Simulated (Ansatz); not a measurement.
## SnO, space group Cmce: band-curvature effective masses by finite differences, step by step

Program: the Ansatz DFT code, driven from Python.

Run as a notebook:

In [1]:
```python
from dataclasses import dataclass
import warnings

import ansatz
from ase import Atoms
import numpy as np


@dataclass(frozen=True)
class RunConfig:
    xc: str = "pbesol"
    beta: float = 0.5
    k_spacing: float = 0.65
    ecut: int = 260
    max_iterations: int = 80
    n_empty: int = 16
    filling: str = "fixed"
```

In [2]:
```python
cfg = RunConfig()
```

In [3]:
```python
warnings.simplefilter("ignore", ansatz.DeckWarning)

atoms = Atoms(
    ["Sn", "Sn", "Sn", "Sn", "O", "O", "O", "O"],
    scaled_positions=[
        (0.736547, 0.263453, 0.863858),
        (0.263453, 0.736547, 0.136142),
        (0.763453, 0.236547, 0.363858),
        (0.236547, 0.763453, 0.636142),
        (0.261944, 0.238056, 0.25),
        (0.738056, 0.761944, 0.75),
        (0.238056, 0.261944, 0.75),
        (0.761944, 0.738056, 0.25),
    ],
    cell=[
        (2.736912, -2.737796, 0.0),
        (2.736912, 2.737796, 0.0),
        (0.0, 0.0, 10.22196),
    ],
    pbc=True,
)
system = ansatz.Crystal.from_ase(atoms)

setup = (
    system.calculation()
    .functional(cfg.xc)
    .mixing("msr1", beta=cfg.beta)
    .kpoints(spacing=cfg.k_spacing)
    .basis(cfg.ecut)
    .scf(max_iterations=cfg.max_iterations, extra_bands=cfg.n_empty)
    .occupations(cfg.filling)
)
result = setup.band_table().run()
rep = result.report
```

In [4]:
```python
rep["n_electrons"]
```
Out [4]:
```text
80.0
```

In [5]:
```python
result.unlabelled_reasons
```
Out [5]:
```text
['no_forces']
```

In [6]:
```python
levels = np.array(rep["eigenvalues_ev"])
filled = round(rep["n_electrons"] / 2)
edges = {"top filled band": (filled - 1, levels[:, filled - 1].argmax()), "lowest empty band": (filled, levels[:, filled].argmin())}
gap = levels[:, filled].min() - levels[:, filled - 1].max()
print(f"gap on the mesh {gap:.3f} eV")
if gap <= 0.05:
    print("no gap: band-edge masses have no meaning here")
    edges = {}
reciprocal = 2 * np.pi * np.linalg.inv(result.lattice.cell_ang).T
step = 0.01  # 1/A
```
```text
gap on the mesh 1.443 eV
```

In [7]:
```python
pairs = [(0, 1), (0, 2), (1, 2)]
moves = [sign * axis for axis in np.eye(3) for sign in (-1, 1)]
moves += [s1 * np.eye(3)[i] + s2 * np.eye(3)[j] for i, j in pairs for s1 in (1, -1) for s2 in (1, -1)]
for name, (band, index) in edges.items():
    together = int(np.sum(np.abs(levels[index] - levels[index, band]) < 2e-3))
    print(name, "at k =", np.round(rep["kpoints_frac"][index], 4), f"E = {levels[index, band]:.4f} eV, degeneracy {together}")
    centre = np.array(rep["kpoints_frac"][index]) @ reciprocal
    points = [centre] + [centre + step * move for move in moves]
    table = setup.band_structure(points, intervals=1, cartesian=True).run().band_structure().channels[0].eigenvalues_ev
    if together > 1:
        level = np.flatnonzero(np.abs(levels[index] - levels[index, band]) < 2e-3)
        along = (table[1, level] + table[2, level] - 2 * table[0, level]) / step ** 2
        print("  degenerate level, no single mass tensor; masses of its branches along x:", np.round(7.61996 / along, 3), "m_e")
        continue
    e = table[:, band]
    hessian = np.diag((e[1:7:2] + e[2:7:2] - 2 * e[0]) / step ** 2)
    for (i, j), (pp, pm, mp, mm) in zip(pairs, e[7:].reshape(3, 4)):
        hessian[i, j] = hessian[j, i] = (pp - pm - mp + mm) / (4 * step ** 2)
    curvatures, axes = np.linalg.eigh(hessian)
    slope = (e[2:7:2] - e[1:7:2]) / (2 * step)
    print("  slope (eV A):", np.round(slope, 3) + 0.0, "" if np.abs(slope).max() < 0.05 else "- no extremum here, so these are local curvatures and no band-edge masses")
    for curvature, axis in zip(curvatures, axes.T):
        print(f"  principal mass {7.61996 / curvature:8.3f} m_e along", np.round(axis, 2) + 0.0)
```
```text
top filled band at k = [0. 0. 0.] E = 8.3927 eV, degeneracy 1
  slope (eV A): [0. 0. 0.]
  principal mass   -0.548 m_e along [0. 0. 1.]
  principal mass    4.904 m_e along [0. 1. 0.]
  principal mass    4.786 m_e along [1. 0. 0.]
lowest empty band at k = [ 0.3333 -0.3333  0.    ] E = 9.8359 eV, degeneracy 1
  slope (eV A): [0.    3.849 0.   ] - no extremum here, so these are local curvatures and no band-edge masses
  principal mass    0.418 m_e along [ 0. -1.  0.]
  principal mass    0.356 m_e along [0. 0. 1.]
  principal mass    0.188 m_e along [-1.  0.  0.]
```

Reading the output:
- The settings weren't tested for convergence.
- The cutoff lies under the one recommended for these potentials.
- Along an axis with an odd division the mesh misses the point at one half; a gap read on a finite mesh is an upper bound on this functional's gap.
- Semilocal gaps usually lie well under measured ones.
- Energy and stress may still move on a finer k-point mesh.
- The structure comes from a database of computed cells and needn't be a stable or known phase.
- Gaps and levels are Kohn-Sham values on a finite set of k-points, without spin-orbit coupling.
- The masses are finite-difference curvatures at extrema found on a coarse mesh, which needn't be the true band edges; a step that is long against the gap makes them too heavy. Negative values are curvatures of valence bands (the hole mass is their size). Spin-orbit coupling is left out, and light masses scale with the Kohn-Sham gap.
- The script silences the warnings on its input, which a real study should read.
- The whole script took 12 s on 1 thread of Arm Neoverse V1, on a shared host, peak memory 0.39 GiB.
